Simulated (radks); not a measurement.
# Ionising lead step by step, Pb to Pb¹²⁺

One table from this session's results is given with a row withheld; the runs are named, their logs left out.

Program: radks (a radial shooting solver on a logarithmic mesh, Libxc functionals) version 1. Level of theory: Dirac Kohn-Sham, PBE, spin-unpolarised, spherical densities, point nucleus; open shells are shared between the two j in proportion to 2j + 1. These are calculated values, not measurements, unless marked.

### Starting point

| Quantity | Value |
| --- | --- |
| element | lead (Z = 82) |
| charges | 0 to 12 |
| first configuration | [Hg] 6p2 |
| last configuration | [Xe] 4f14 5d2 |

Outer shells as boxes (Hund's rule):

Pb
```
[Hg] core
6p [↑ ][↑ ][  ]
```

Pb¹²⁺
```
[Xe] core
4f [↑↓][↑↓][↑↓][↑↓][↑↓][↑↓][↑↓]
5d [↑ ][↑ ][  ][  ][  ]
```

Set-up of the first run:

Input:

```text
Z 82
configuration [Hg] 6p2
relativity Dirac
functional pbe,pbe
spin unpolarised
j_filling average
nucleus point
c 137.035999084
```

Among the steps run: Pb, [Hg] 6p2; Pb⁺, [Hg] 6p1; Pb²⁺, [Hg]; Pb³⁺, [Xe] 4f14 5d10 6s1; Pb⁴⁺, [Xe] 4f14 5d10; Pb⁵⁺, [Xe] 4f14 5d9; Pb⁶⁺, [Xe] 4f14 5d8; Pb⁷⁺, [Xe] 4f14 5d7; Pb⁸⁺, [Xe] 4f14 5d6; Pb⁹⁺, [Xe] 4f14 5d5; Pb¹⁰⁺, [Xe] 4f14 5d4; Pb¹¹⁺, [Xe] 4f14 5d3; Pb¹²⁺, [Xe] 4f14 5d2.

One table of the session follows, with a row left open; its other results are not shown here.

```
species  Δ-SCF (eV)  −ε(HOMO) (eV)
     Pb       6.698          3.118
    Pb⁺      13.605          9.375
   Pb²⁺      32.407         27.432
   Pb³⁺      42.693         37.469
   Pb⁴⁺           ?              ?
   Pb⁵⁺      86.543         76.857
   Pb⁶⁺      104.09         93.972
   Pb⁷⁺      122.34         111.81
   Pb⁸⁺      141.22         130.31
   Pb⁹⁺      160.69         149.42
  Pb¹⁰⁺      180.72         169.10
  Pb¹¹⁺      201.27         189.32
```

Estimate the missing values for Pb⁴⁺.

As computed: Δ-SCF (eV): 69.751; −ε(HOMO) (eV): 60.538. In the column «Δ-SCF (eV)» it lies between Pb³⁺ (42.693) and Pb⁵⁺ (86.543).

Limits of these values: Spin polarisation and multiplet splitting are left out, so open shells lie too high by an amount that depends on their filling.
